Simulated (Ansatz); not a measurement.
**CH5FGeO (SMILES [CH3][GeH]([OH])[F]) at B2PLYP/cc-pVDZ**

Aim: the vertical ionisation energy of CH5FGeO at B2PLYP/cc-pVDZ, from 2 runs. 

Program for the calculation: Ansatz 0.2.0.

129 further runs of the same task are left out: 3 that didn't finish, 126 set aside as unsound or not needed. Runs told in other sessions of the task aren't counted.

## Step 1: The molecule

CH5FGeO has 9 atoms, charge 0, and is taken as a singlet. SMILES: `[CH3][GeH]([OH])[F]`. The shape is that of a PBE0-D4/def2-TZVP optimisation. This is one conformer, not always the lowest.

Bond lengths: C1–Ge2 1.923 Å, Ge2–O3 1.766 Å, Ge2–F4 1.745 Å, C1–H5 1.090 Å, C1–H6 1.091 Å, C1–H7 1.090 Å, Ge2–H8 1.538 Å, O3–H9 0.960 Å. Some angles: C1–Ge2–O3 107.0°, C1–Ge2–F4 108.4°, O3–Ge2–F4 106.8°, C1–Ge2–H8 118.4°, O3–Ge2–H8 111.2°, F4–Ge2–H8 104.4°, Ge2–C1–H5 108.9°, Ge2–C1–H6 110.1°, Ge2–C1–H7 110.2°, Ge2–O3–H9 113.6°.

## Step 2: A single-point energy at B2PLYP/cc-pVDZ

The input, job.yaml:

```yaml
basis:
  gaussian:
    orbitals: cc-pVDZ
crystal:
  periodic: [false, false, false]
  atoms:
    - {symbol: C, position_ang: [-0.669000, 0.976900, -0.584200]}
    - {symbol: Ge, position_ang: [0.088300, -0.643700, 0.121500]}
    - {symbol: O, position_ang: [1.270000, -0.170700, 1.345500]}
    - {symbol: F, position_ang: [0.974400, -1.438600, -1.153800]}
    - {symbol: H, position_ang: [0.138900, 1.624900, -0.924600]}
    - {symbol: H, position_ang: [-1.237900, 1.493500, 0.189700]}
    - {symbol: H, position_ang: [-1.327100, 0.751300, -1.423500]}
    - {symbol: H, position_ang: [-0.865500, -1.725100, 0.656800]}
    - {symbol: H, position_ang: [1.716500, -0.914700, 1.755500]}
hamiltonian:
  xc: {name: B2PLYP}
correlation:
  frozen_orbitals: {C: 1, F: 1, Ge: 9, H: 0, O: 1}
accuracy: high
output:
  orbitals: {seedname: orbitals}
```

On the command line:

```
$ ansatz run job.yaml --threads 1 --pin off --max-ram 3480MiB --events-out events.jsonl --progress --plain --runs-dir runs
```

Log:

```text
Warning: RAYON_NUM_THREADS=1 ignored (pool sized by the plan → 1); use --threads N
Functional definition: B2PLYP
  name "B2PLYP"
  parameter a = 0.53
  parameter c = 0.27
  exchange = (1 - a)*b88_x + a*exact_x
  correlation = (1 - c)*lyp_c + c*(mp2_os + mp2_ss)
2150 factors; integrals over basis functions are off by at most 4.4e-9 eV
mean field evaluation 1: about -62373.6961 eV, gradient 5.6e1 eV
mean field evaluation 2: about -62373.9711 eV, gradient 5.6e1 eV
mean field evaluation 4: about -62379.7736 eV, gradient 5.2e0 eV
mean field evaluation 8: about -62379.8505 eV, gradient 3.8e-1 eV
mean field evaluation 16: about -62379.8508 eV, gradient 3.1e-5 eV
mean field -62379.85080641 eV, -2292.4172345540 hartree, gradient 1.1e-8 eV, S^2 0.000000; 0 other end points of the search recorded, 0 dependent functions left out
12 core orbitals not correlated: weight in the atoms' cores, before any rotation towards them, 1.000 or more for the frozen orbitals, at most 0.000 for the correlated occupied ones
reference -62379.85083101 eV, -2292.4172354581 hartree; 18, 18 occupied and 64, 64 virtual orbitals, 2150 factors
second order -21.16322672 eV of doubles, -0.00000000 eV of singles
Total energy: -62385.56490223 eV, -2292.6272237021 hartree
```

It took 27 s on 1 thread of Arm Neoverse N1, shared host; peak memory 0.35 GiB.

## Step 3: The doublet cation at the same level

The input, input.yaml:

```yaml
crystal:
  periodic: [false, false, false]
  atoms:
    - {symbol: C, position_ang: [-0.669000, 0.976900, -0.584200]}
    - {symbol: Ge, position_ang: [0.088300, -0.643700, 0.121500]}
    - {symbol: O, position_ang: [1.270000, -0.170700, 1.345500]}
    - {symbol: F, position_ang: [0.974400, -1.438600, -1.153800]}
    - {symbol: H, position_ang: [0.138900, 1.624900, -0.924600]}
    - {symbol: H, position_ang: [-1.237900, 1.493500, 0.189700]}
    - {symbol: H, position_ang: [-1.327100, 0.751300, -1.423500]}
    - {symbol: H, position_ang: [-0.865500, -1.725100, 0.656800]}
    - {symbol: H, position_ang: [1.716500, -0.914700, 1.755500]}
basis:
  gaussian: {orbitals: cc-pVDZ}
hamiltonian: {xc: {name: B2PLYP}}
correlation: {frozen_orbitals: {C: 1, F: 1, Ge: 9, H: 0, O: 1}}
magnetization: {spin_polarized: true, initial_magnetization: 1}
output: {orbitals: {seedname: orbitals}}
accuracy: high
total_charge: 1
```

On the command line:

```
$ ansatz run input.yaml --threads 1 --pin off --max-ram 3480MiB --events-out events.jsonl --progress --plain --runs-dir runs
```

Log (excerpt; [...] marks lines left out):

```text
Warning: RAYON_NUM_THREADS=1 ignored (pool sized by the plan → 1); use --threads N
[... 2 set-up lines as earlier in the session ...]
[...]
2147 factors; integrals over basis functions are off by at most 4.4e-9 eV
[...]
mean field -62368.73889495 eV, -2292.0088793396 hartree, gradient 2.8e-8 eV, S^2 0.763847; 6 other end points of the search recorded, 0 dependent functions left out
12 core orbitals not correlated: weight in the atoms' cores, before any rotation towards them, 1.000 or more for the frozen orbitals, at most 0.000 for the correlated occupied ones
reference -62368.73891916 eV, -2292.0088802296 hartree; 18, 17 occupied and 64, 65 virtual orbitals, 2147 factors
second order -20.30326693 eV of doubles, -0.00000000 eV of singles
Total energy: -62374.22080123 eV, -2292.2103356799 hartree
```

Run time: 71 s. Hardware: 1 thread of Arm Neoverse N1, shared host; peak memory 0.7 GiB.

## Step 4: Outcome

Level: B2PLYP/cc-pVDZ, 12 core orbitals frozen.

| quantity | value |
| --- | --- |
| singlet CH5FGeO: total energy | -2292.62722 Eh |
| singlet CH5FGeO: HOMO energy (SCF part's orbitals) | -10.14 eV |
| singlet CH5FGeO: LUMO energy (SCF part's orbitals) | 2.36 eV |
| singlet CH5FGeO: HOMO–LUMO gap (SCF part's orbitals) | 12.50 eV |
| doublet cation: total energy | -2292.21034 Eh |
| doublet cation: HOMO energy (SCF part's orbitals) (highest over α and β) | -16.01 eV |
| doublet cation: LUMO energy (SCF part's orbitals) (lowest over α and β) | -11.96 eV |
| doublet cation: ⟨S²⟩ | 0.764 |
| vertical ionisation energy (to the doublet cation) | 11.344 eV |

The vertical ionisation energy comes to 11.34 eV (1095 kJ/mol). −ε(HOMO) before ionisation, 10.14 eV, is 1.20 eV below this ionisation energy.
